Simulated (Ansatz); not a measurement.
**InClF2 (SMILES [F][In]([F])[Cl]) at SVWN5/def2-SVP (core potential)**

What is the electronic atomisation energy of InClF2 at SVWN5/def2-SVP (core potential)? 

The results are computed with Ansatz 0.2.0.

54 further runs of the same task are left out: 3 that didn't finish, 51 set aside as unsound or not needed.

## (1) The structure to begin with

InClF2: 4 atoms, total charge 0, spin state singlet. SMILES: `[F][In]([F])[Cl]`. The shape is that of a PBE0-D4/def2-TZVP optimisation.

Bond lengths: F1–In2 1.923 Å, In2–F3 1.923 Å, In2–Cl4 2.277 Å. Angles: F1–In2–F3 114.8°, F1–In2–Cl4 122.6°, F3–In2–Cl4 122.6°.

## (2) A single-point energy at SVWN5/def2-SVP (core potential)

File input.yaml:

```yaml
crystal:
  periodic: [false, false, false]
  atoms:
    - {symbol: F, position_ang: [0.588200, 0.614600, 1.749600]}
    - {symbol: In, position_ang: [0.046700, -0.040500, 0.025100]}
    - {symbol: F, position_ang: [0.831500, -1.720700, -0.482100]}
    - {symbol: Cl, position_ang: [-1.410900, 1.086300, -1.312800]}
basis:
  gaussian: {orbitals: def2-SVP}
hamiltonian: {xc: {name: SVWN5}}
accuracy: high
output: {orbitals: {seedname: orbitals}}
```

Command:

```console
ansatz run input.yaml --threads 1 --pin off --max-ram 3480MiB --events-out events.jsonl --progress --plain --runs-dir runs
```

The log of the run:

```text
Warning: RAYON_NUM_THREADS=1 ignored (pool sized by the plan → 1); use --threads N
Functional definition: SVWN5
  name "SVWN5"
  exchange = slater_x
  correlation = vwn5_c
1486 factors; integrals over basis functions are off by at most 3.0e-9 eV
mean field evaluation 1: about -23035.7626 eV, gradient 5.4e1 eV
mean field evaluation 2: about -22974.3078 eV, gradient 1.9e2 eV
mean field evaluation 4: about -23040.5055 eV, gradient 1.4e1 eV
mean field evaluation 8: about -23041.0183 eV, gradient 6.6e-1 eV
mean field evaluation 16: about -23041.0193 eV, gradient 2.5e-5 eV
mean field -23041.01928732 eV, -846.7418410451 hartree, gradient 8.9e-8 eV, S^2 0.000000; 0 other end points of the search recorded, 0 dependent functions left out
reference -23041.01929152 eV, -846.7418411994 hartree; 28, 28 occupied and 44, 44 virtual orbitals, 1486 factors
Total energy: -23041.01929152 eV, -846.7418411994 hartree
```

Run time: 2.4 s. Hardware: 1 thread of Arm Neoverse V2, shared host; peak memory 0.17 GiB.

## (3) The Cl atom

File job.yaml:

```yaml
crystal:
  periodic: [false, false, false]
  atoms:
    - {symbol: Cl, position_ang: [0.000000, 0.000000, 0.000000]}
basis:
  gaussian:
    orbitals: def2-SVP
magnetization:
  spin_polarized: true
  initial_magnetization: 1
hamiltonian:
  xc: {name: SVWN5}
accuracy: high
```

Run the same way, it converges to -458.48644 Eh (log not shown).

## (4) The F atom at the same level

File job.yaml:

```yaml
crystal:
  periodic: [false, false, false]
  atoms:
    - symbol: F
      position_ang: [0.000000, 0.000000, 0.000000]
basis:
  gaussian:
    orbitals: def2-SVP
magnetization:
  spin_polarized: true
  initial_magnetization: 1
accuracy: high
hamiltonian:
  xc: {name: SVWN5}
```

Run the same way, it converges to -98.97687 Eh (log not shown).

## (5) The In atom, same level

File in.yaml:

```yaml
crystal:
  periodic: [false, false, false]
  atoms:
    - {symbol: In, position_ang: [0.000000, 0.000000, 0.000000]}
basis:
  gaussian: {orbitals: def2-SVP}
magnetization: {spin_polarized: true, initial_magnetization: 1}
hamiltonian: {xc: {name: SVWN5}}
accuracy: high
```

Command:

```console
ansatz run in.yaml --threads 1 --pin off --max-ram 3480MiB --events-out events.jsonl --progress --plain --runs-dir runs
```

The log of the run:

```text
Warning: RAYON_NUM_THREADS=1 ignored (pool sized by the plan → 1); use --threads N
[... 4 set-up lines as earlier in the session ...]
230 factors; integrals over basis functions are off by at most 1.2e-9 eV
mean field evaluation 1: about -5164.3968 eV, gradient 3.7e0 eV
mean field evaluation 2: about -5164.3873 eV, gradient 2.9e0 eV
mean field evaluation 4: about -5164.4147 eV, gradient 1.6e0 eV
mean field evaluation 8: about -5164.4354 eV, gradient 1.1e0 eV
mean field evaluation 16: about -5164.4503 eV, gradient 2.7e-8 eV
mean field evaluation 32: about -5164.4501 eV, gradient 8.1e-2 eV
mean field evaluation 64: about -5164.4503 eV, gradient 3.1e-8 eV
mean field -5164.45025486 eV, -189.7900462759 hartree, gradient 2.7e-8 eV, S^2 0.750704; 4 other end points of the search recorded, 0 dependent functions left out
reference -5164.45025667 eV, -189.7900463425 hartree; 11, 10 occupied and 15, 16 virtual orbitals, 230 factors
Total energy: -5164.45025667 eV, -189.7900463425 hartree
```

It took 2 s on 1 thread of Arm Neoverse V2, shared host.

## (6) Results

Level: SVWN5/def2-SVP (core potential).

| quantity | value |
| --- | --- |
| molecule: total energy | -846.74184 Eh |
| molecule: HOMO energy | -8.35 eV |
| molecule: LUMO energy | -4.21 eV |
| molecule: HOMO–LUMO gap | 4.14 eV |
| Cl atom: total energy | -458.48644 Eh |
| Cl atom: ⟨S²⟩ | 0.751 |
| F atom: total energy | -98.97687 Eh |
| F atom: ⟨S²⟩ | 0.751 |
| In atom: total energy | -189.79005 Eh |
| In atom: ⟨S²⟩ | 0.751 |
| electronic atomisation energy | 13.922 eV |

**Reading.** Taking the molecule apart into free atoms costs 13.92 eV (321 kcal/mol), before zero-point energy and without spin-orbit coupling.
